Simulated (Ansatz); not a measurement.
**FHISi+ (SMILES F[SiH+]I): one structure at several levels**

The task here is to estimate one member of a computed series from the others.

Program: Ansatz 0.2.0, Gaussian basis. Level of theory: single points in def2-TZVPP. These are calculated values, not measurements.

Cores are frozen in the correlated methods. Filled d shells of the heavier atoms are correlated. Core potentials replace the inner electrons past krypton, and spin-orbit coupling is left out.

**Starting geometry**

SMILES `F[SiH+]I`, 4 atoms, charge 1, spin multiplicity 1.

Atoms are counted from 1 here; the program's logs count them from 0.

Bond lengths: F1–Si2 1.621 Å, Si2–I3 2.448 Å, Si2–H4 1.547 Å. Angles: F1–Si2–I3 119.9°, F1–Si2–H4 118.8°, I3–Si2–H4 121.2°.

Coordinates:

```csv
atom,x (Å),y (Å),z (Å)
F1,-1.38371,-0.25353,0.93442
Si2,-0.17875,0.09533,-0.09201
I3,2.07952,-0.73875,0.34938
H4,-0.47257,1.01066,-1.30445
```

The first run:

run/in.yaml

```yaml
crystal:
  periodic: [false, false, false]
  atoms:
    - {symbol: F, position_ang: [-1.383713, -0.253529, 0.934418]}
    - {symbol: Si, position_ang: [-0.178748, 0.095331, -0.092011]}
    - {symbol: I, position_ang: [2.079523, -0.738748, 0.349381]}
    - {symbol: H, position_ang: [-0.472567, 1.010658, -1.304452]}
basis:
  gaussian: {orbitals: def2-TZVPP}
total_charge: 1
hamiltonian: {xc: pbe, dispersion: d4}
output: {forces: true}
```

Run with:

```
$ ansatz run in.yaml --threads 2 --pin off --events-out ev --progress --plain --max-ram 3481MiB
```

Steps of the session up to this table: PBE-D4/def2-TZVPP; r2SCAN-D4/def2-TZVPP; PBE0-D4/def2-TZVPP; wB97M-V/def2-TZVPP; CCSD(T)/def2-TZVPP.

One of the session's tables, all rows but one given; the rest of the session is left out.

```
   method  RMS force component (eV/Å)  angle to CCSD(T) forces (°)
   PBE-D4                       0.850                          8.2
r2SCAN-D4                           ?                            ?
  PBE0-D4                       1.131                          2.8
  wB97M-V                       1.136                          3.2
  CCSD(T)                       1.132                    reference
```

Q: Estimate the row for r2SCAN-D4 from the others.

**Answer.** RMS force component (eV/Å): 1.083; angle to CCSD(T) forces (°): 1.9. In the column «RMS force component (eV/Å)» it lies between PBE-D4 (0.850) and PBE0-D4 (1.131).
